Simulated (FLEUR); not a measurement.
## SnTe3: equation of state with PBE

Crystal: SnTe3.

```xyz
4
Lattice="0.0000 3.8612 3.8612 3.8612 0.0000 3.8612 3.8612 3.8612 0.0000" Properties=species:S:1:pos:R:3 pbc="T T T"
Te    3.8612    3.8612    3.8612
Te    5.7918    5.7918    5.7918
Te    1.9306    1.9306    1.9306
Sn    0.0000    0.0000    0.0000
```

The cell comes from a database or a generator and needn't be the stable form of this composition.

```
Program                  : FLEUR MaX-R8.1 (later development tree)
Task                     : equation of state
Functional               : PBE
Potentials or basis      : all-electron
Basis                    : FLAPW
Kmax                     : 4.1 1/bohr
k mesh                   : 6 × 6 × 6
Occupations              : fermi-dirac, width 0.05 eV
Spin                     : no spin polarisation
Gmax                     : 12.7 1/bohr
Muffin-tin radii         : Te 2.66, Sn 2.66 bohr
lmax                     : Te 10, Sn 10
lnonsphr                 : Te 10, Sn 10
Local orbitals a species : Te 6, Sn 5
```

```
Equilibrium volume                      : 28.88 Å³/atom
Bulk modulus                            : 48 GPa
Pressure derivative of the bulk modulus : 4.0 (rough: it moves with the points fitted)
```

Energy against volume, from the lowest point:
```tsv
volume (Å³/atom)	energy (meV/atom)
27.056	19.22
27.632	8.66
28.783	0.00
29.935	5.47
30.510	12.68
```

Spin-orbit coupling is left out, which matters for the levels of Te.
